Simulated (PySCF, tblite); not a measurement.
# CH9FGeSi2, a small molecule taken as a stand-in for a surface group: NMR shifts, core binding energies and electronic excitations, part 2 of 2

tblite 0.8.0 and PySCF 2.14.0. Atoms count from 0, parts from 1. Earlier steps stand in the parts before.

## 5. X-ray photoelectron lines: SCAN, X2C

What the job is given:

```
{"job": {"kind": "xps", "holes": 5}, "charge": 0, "multiplicity": 1}
Ge    -0.481894    -0.078064     0.007188
Si     0.618608    -1.036027     1.899514
Si     0.128940     2.194255    -0.412895
F     -2.191957    -0.027795     0.438752
C     -0.382985    -1.187126    -1.592445
H      0.218068    -2.464854     2.078492
H      0.270166    -0.263641     3.129308
H      2.098336    -0.970666     1.686179
H     -0.109548     3.026477     0.804214
H      1.583353     2.251084    -0.761007
H     -0.665595     2.743623    -1.553396
H     -0.769591    -2.194240    -1.380487
H     -0.982507    -0.737233    -2.396967
H      0.660389    -1.270112    -1.932164
```

With the program's defaults for keys left out, this is: delta-SCF UKS SCAN, pcX-2 on the ionised atom, pcseg-1 elsewhere, spin-free X2C.

Log:

```text
ground state, core basis on atom 1 (Si), 178 functions
  cycle   1  E = -2817.47297435  |g| = 6.44e-01
  cycle   2  E = -2817.17823513  |g| = 1.42e+00
  cycle   3  E = -2817.54962607  |g| = 1.85e-01
  cycle   4  E = -2817.55707334  |g| = 6.20e-02
  cycle   5  E = -2817.55805581  |g| = 1.42e-02
  cycle   6  E = -2817.55813022  |g| = 3.62e-03
  cycle   7  E = -2817.55813618  |g| = 7.78e-04
  cycle   8  E = -2817.55813852  |g| = 2.98e-04
  E(ground) = -2817.70861187 Eh
hole in Si 2p of atom 1
  cycle   1  E = -2813.28383497  |g| = 1.23e+00
  cycle   2  E = -2813.04565596  |g| = 1.15e+00
  cycle   3  E = -2813.54866125  |g| = 3.44e-01
  cycle   4  E = -2813.61114561  |g| = 1.74e-01
  cycle   5  E = -2813.61890590  |g| = 8.23e-02
  cycle   6  E = -2813.62209356  |g| = 1.94e-02
  cycle   7  E = -2813.62227024  |g| = 6.38e-03
  cycle   8  E = -2813.62229104  |g| = 1.80e-03
  cycle   9  E = -2813.62229616  |g| = 2.67e-04
  E(ion) = -2813.78379558 Eh   <S^2> = 0.7528   hole on atom = 1.002   binding energy = 106.800 eV
  2p3/2 = 106.589 eV   2p1/2 = 107.211 eV
ground state, core basis on atom 3 (F), 167 functions
  cycle   1  E = -2817.51027317  |g| = 1.23e-01
  cycle   2  E = -2817.50931856  |g| = 9.57e-02
  cycle   3  E = -2817.50975278  |g| = 8.08e-02
  cycle   4  E = -2817.51067579  |g| = 7.12e-03
  cycle   5  E = -2817.51069011  |g| = 9.49e-04
  cycle   6  E = -2817.51069357  |g| = 1.75e-04
  E(ground) = -2817.70543448 Eh
hole in F 1s of atom 3
  cycle   1  E = -2791.20587891  |g| = 2.59e+00
  cycle   2  E = -2791.10031610  |g| = 2.16e+00
  cycle   3  E = -2792.08059079  |g| = 3.20e-01
  cycle   4  E = -2792.10229673  |g| = 1.90e-01
  cycle   5  E = -2792.12779074  |g| = 3.11e-02
  cycle   6  E = -2792.12817006  |g| = 1.75e-02
  cycle   7  E = -2792.12837832  |g| = 2.90e-03
  cycle   8  E = -2792.12838467  |g| = 1.43e-03
  cycle   9  E = -2792.12838578  |g| = 2.67e-04
  E(ion) = -2792.33056647 Eh   <S^2> = 0.7571   hole on atom = 1.000   binding energy = 690.485 eV
ground state, core basis on atom 4 (C), 167 functions
  cycle   1  E = -2817.46661081  |g| = 9.15e-02
  cycle   2  E = -2817.46406615  |g| = 1.43e-01
  cycle   3  E = -2817.46735574  |g| = 2.37e-02
  cycle   4  E = -2817.46744463  |g| = 6.94e-03
  cycle   5  E = -2817.46745631  |g| = 1.17e-03
  cycle   6  E = -2817.46745502  |g| = 1.96e-04
  E(ground) = -2817.65950618 Eh
hole in C 1s of atom 4
  cycle   1  E = -2806.21505020  |g| = 1.51e+00
  cycle   2  E = -2805.51848362  |g| = 1.81e+00
  cycle   3  E = -2806.73887549  |g| = 3.69e-01
  cycle   4  E = -2806.76253245  |g| = 3.09e-01
  cycle   5  E = -2806.79539261  |g| = 6.93e-02
  cycle   6  E = -2806.79711557  |g| = 1.65e-02
  cycle   7  E = -2806.79728808  |g| = 4.86e-03
  cycle   8  E = -2806.79731197  |g| = 1.44e-03
  cycle   9  E = -2806.79730979  |g| = 7.26e-04
  cycle  10  E = -2806.79731242  |g| = 2.53e-04
  E(ion) = -2806.98848863 Eh   <S^2> = 0.7681   hole on atom = 1.000   binding energy = 290.373 eV
```

Wall time 21 s (1 thread of Intel Xeon Platinum 8488C, shared host); peak memory 0.57 GiB.

Binding energies by hole, beside the orbital energy of the ground state; the difference holds orbital relaxation and, for a density functional, its self-interaction error:

| hole | stands for | environment | ΔSCF (eV; 2p as the shell's mean) | −ε (eV) | ⟨S²⟩ |
| --- | --- | --- | --- | --- | --- |
| Si2p on Si1 | Si1, Si2 | silicon bonded to Ge, 3 H | 106.80 | 96.4 | 0.753 |
| F1s on F3 | F3 | fluorine bonded to Ge | 690.49 | 665.4 | 0.757 |
| C1s on C4 | C4 | carbon bonded to Ge, 3 H | 290.37 | 273.8 | 0.768 |

Each hole run stands for the others of its class of like atoms.

With the spin-orbit splitting: Si1 2p3/2 106.59, 2p1/2 107.21 eV. The table gives each 2p level as the mean over the whole 2p shell (two parts 2p3/2, one part 2p1/2), which differs a little from the single hole in the log.

## 6. Ultraviolet spectrum: CAM-B3LYP/def2-SVPD

The job, as its differences from that of step 5:

```diff
@@ -1,2 +1,2 @@
-{"job": {"kind": "xps", "holes": 5}, "charge": 0, "multiplicity": 1}
+{"job": {"kind": "uv", "xc": "CAM-B3LYP", "basis": "def2-SVPD", "nstates": 6, "ntriplets": 2, "ip": true}, "charge": 0, "multiplicity": 1}
 Ge    -0.481894    -0.078064     0.007188
```

Method: TDDFT CAM-B3LYP/def2-SVPD, vertical, gas phase, core orbitals frozen in the response.

Log:

```text
coarse grid: 52968 points
cycle   1  E = -2798.8412097783  dE = -7.707e-01  |g| = 7.071e-01  |ddm| = 4.122e+00
cycle   2  E = -2798.7655966701  dE =  7.561e-02  |g| = 1.035e+00  |ddm| = 1.688e+00
cycle   3  E = -2798.9294865692  dE = -1.639e-01  |g| = 9.251e-02  |ddm| = 8.945e-01
cycle   4  E = -2798.9308255830  dE = -1.339e-03  |g| = 3.630e-02  |ddm| = 1.488e-01
cycle   5  E = -2798.9310623869  dE = -2.368e-04  |g| = 3.664e-03  |ddm| = 5.148e-02
cycle   6  E = -2798.9310669169  dE = -4.530e-06  |g| = 6.822e-04  |ddm| = 1.316e-02
final grid: 108056 points
cycle   7  E = -2798.9310283963  dE = -2.339e-07  |g| = 3.940e-04  |ddm| = 3.301e-03
cycle   8  E = -2798.9310284260  dE = -2.966e-08  |g| = 3.141e-04  |ddm| = 1.351e-03
cycle   9  E = -2798.9310284461  dE = -2.014e-08  |g| = 8.629e-05  |ddm| = 4.283e-04
cycle  10  E = -2798.9310284476  dE = -1.442e-09  |g| = 1.684e-05  |ddm| = 1.003e-04
cycle  11  E = -2798.9310284477  dE = -1.564e-10  |g| = 9.276e-06  |ddm| = 5.895e-05
converged SCF energy = -2798.9310284477

Static polarisability (au): isotropic 105.663, principal 87.867 106.021 123.100

Singlet excitations
state   eV       nm        f      main configurations
  1   5.9389    208.8   0.01516   H->L 0.90
  2   6.5799    188.4   0.12372   H->L+1 0.78, H->L+3 0.08
  3   6.7528    183.6   0.01319   H-1->L 0.92
  4   7.1338    173.8   0.00143   H->L+3 0.48, H->L+2 0.48
  5   7.2302    171.5   0.65533   H->L+2 0.45, H->L+3 0.40
  6   7.4797    165.8   0.07284   H-1->L+1 0.74, H->L+4 0.09

Triplet excitations (Tamm-Dancoff, eV): 5.2883 5.8220
Vertical ionisation energy (delta-SCF) = 9.6227 eV
```

Run time: 90 s. Hardware: 1 thread of Intel Xeon Platinum 8488C, shared host; peak memory 1.1 GiB.

Frontier orbitals and where they lie:

| orbital | eV | atoms |
| --- | --- | --- |
| HOMO−3 | -11.39 | Si2 23 %, Si1 20 %, H8 17 % |
| HOMO−2 | -11.38 | Si2 24 %, Si1 21 %, H10 16 % |
| HOMO−1 | -9.78 | C4 28 %, Ge0 24 %, Si1 10 % |
| HOMO | -8.95 | Ge0 28 %, Si2 21 %, Si1 20 % |
| LUMO | 0.36 | Ge0 29 %, Si2 18 %, Si1 18 % |
| LUMO+1 | 0.68 | Si1 20 %, Si2 19 %, Ge0 17 % |
| LUMO+2 | 0.83 | Si1 20 %, Si2 20 %, Ge0 11 % |

With each of the 6 states as a Gaussian band of 0.4 eV half-width at 1/e, the curve within the window shown has maxima at 171 nm (ε 29,000) L/(mol cm). Beyond the last state computed it falls off for lack of states. The curve at chosen wavelengths:

(nm, ε (L/mol/cm)): (159, 5706), (162, 12035), (165, 19993), (168, 26645), (171, 29081), (173, 27936), (176, 23277), (179, 17512), (182, 12720), (185, 9508), (188, 7448), (191, 5921), (194, 4586), (196, 3775), (199, 2729), (202, 1939), (205, 1398), (208, 1044), (211, 805), (214, 625), (217, 477), (219, 390), (222, 278), (225, 189), (228, 122), (231, 75)

Further results of this job:

| property | computed |
| --- | --- |
| dipole moment (D) | 2.41 |
| polarisability (Å³) | 15.66 |
| HOMO–LUMO gap (eV) | 9.31 |
| −ε(HOMO) (eV) | 8.95 |

## 7. Summary of results

What follows sums up all 2 parts.

```
                                                                quantity                                                     value
                                    rotational constants (main isotopes)                                      2.18, 1.47, 1.22 GHz
                                  13C shifts against TMS (PBE0/pcSseg-1)                                                   4.9 ppm
                                   1H shifts against TMS (PBE0/pcSseg-1)  3.81, 3.80, 3.80, 3.77, 3.50, 3.49, 1.16, 1.15, 0.21 ppm
                               73Ge shifts against GeMe4 (PBE0/pcSseg-1)                                                   123 ppm
29Si shifts against TMS (PBE0/pcSseg-1, means over atoms taken as alike)                                                 -99.5 ppm
                                19F shifts against CFCl3 (PBE0/pcSseg-1)                                                -248.2 ppm
                                   surface potential, 1st and 99th percentile                                        -1.45 V and 1.27 V
                                       Si2p binding energies, SCAN/pcX-2                                             Si1 106.80 eV
                                        F1s binding energies, SCAN/pcX-2                                              F3 690.49 eV
                                        C1s binding energies, SCAN/pcX-2                                              C4 290.37 eV
                                    lowest singlet (CAM-B3LYP/def2-SVPD)                               5.94 eV (209 nm), f = 0.015
                                brightest single state of those computed                               state 5, 7.23 eV, f = 0.655
                                                          lowest triplet                                                   5.29 eV
                                       vertical ionisation energy (ΔSCF)                                                   9.62 eV
```

In words: Relaxing lowered the energy by 0.308 eV in 16 steps; the close pair that moved most is Ge0–C4, from 2.004 to 1.949 Å (PBE0/def2-SVP). No frequency check was run at this level, so the end point may be a saddle. At PBE0/pcSseg-1: Shielding is most anisotropic at Ge0 (span 449 ppm, paramagnetic term -1552 ppm). At PBE0/pcSseg-1, counted by nearest atom on the grid, the HOMO lies on Ge0 27 %; Si1, Si2 about 19 % each, the LUMO on Ge0 28 %; F3 15 %. The lowest singlet, at 5.94 eV, is HOMO→LUMO 0.90 and is weak; of the 6 states computed, the strongest absorption comes from state 5 at 7.23 eV. The lowest triplet lies 0.65 eV below the lowest singlet (triplets in Tamm-Dancoff, singlets in full TDDFT). The orbital energy would give 8.95 eV for ionisation, ΔSCF gives 9.62 eV. Spin-orbit coupling is left out, which matters for shieldings and couplings at and beside the heavy atoms. A capped cluster stands for the solid here, so long-range fields and strain are missing, and bands or shifts of the capping hydrogens have no counterpart in it.
